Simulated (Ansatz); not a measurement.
# SiO2 (rutile type): the cost of one run

Method: DFT PBE, with the methods named in each step, in Ansatz 0.2.0.

**1. The system as given**

Symmetry: P4_2/mnm, No. 136, tetragonal system. Conventional cell: a = 4.236 Å, b = 4.236 Å, c = 2.690 Å, α = 90.00°, β = 90.00°, γ = 90.00°. Si (site symmetry mmm) is surrounded by 6 O at 1.77 to 1.84 Å. O (site symmetry m2m) has 3 Si at 1.77 to 1.84 Å in its first shell of neighbours.

As a file:

```
Si O
1.0
     4.23628    0.00000    0.00000
     0.00000    4.23628    0.00000
     0.00000    0.00000    2.69043
Si O
2 4
Direct
  0.00000 0.00000 0.00000
  0.50000 0.50000 0.50000
  0.30699 0.30699 0.00000
  0.69301 0.69301 0.00000
  0.80699 0.19301 0.50000
  0.19301 0.80699 0.50000
```

Whether this phase is the stable one at these pressures isn't tested.

Atoms are numbered in the order of the input: Si1, Si2, O3, O4, O5, O6.

**2. The reference volume, LAPW**

File input.yaml:

```yaml
crystal:
  lattice:
    - [4.2362801505, 0.0, 0.0]
    - [0.0, 4.2362801505, 0.0]
    - [0.0, 0.0, 2.6904325891]
  atoms:
    - { symbol: Si, position: [0.0, 0.0, 0.0] }
    - { symbol: Si, position: [0.5, 0.5, 0.5] }
    - { symbol: O, position: [0.3069894258, 0.3069894258, 0.0] }
    - { symbol: O, position: [0.6930105742, 0.6930105742, 0.0] }
    - { symbol: O, position: [0.8069894258, 0.1930105742, 0.5] }
    - { symbol: O, position: [0.1930105742, 0.8069894258, 0.5] }
kpoints:
  mp_grid: { grid: [7, 7, 10] }
  band_path:
    path:
      - [0.0, 0.0, 0.0]
      - [0.0, 0.5, 0.0]
      - [0.5, 0.5, 0.0]
      - [0.0, 0.0, 0.0]
      - [0.0, 0.0, 0.5]
      - [0.0, 0.5, 0.5]
      - [0.5, 0.5, 0.5]
      - [0.0, 0.0, 0.5]
      - [0.0, 0.5, 0.0]
    npoints: 14
scf:
  occupations: { method: fermi_dirac, width: 0.1 }
hamiltonian:
  xc: pbe
  pseudopotentials: { kind: all_electron, lapw: { basis_error: 0.001 } }
output:
  forces: true
  stress: true
  eigenvalues: true
  populations: true
  dos: { projected: true, de: 0.2, e_range: [-14, 8] }
```

On the command line:

```console
> ansatz run input.yaml --threads 2 --pin off --max-ram 5120MiB --backend cpu --events-out ev --progress --plain --runs-dir out
```

**Question.** How long does this run take on 2 threads of Intel Xeon 6975P-C (Granite Rapids), shared host, and how much memory does it need?

About 22 s, with a peak of 0.64 GiB.
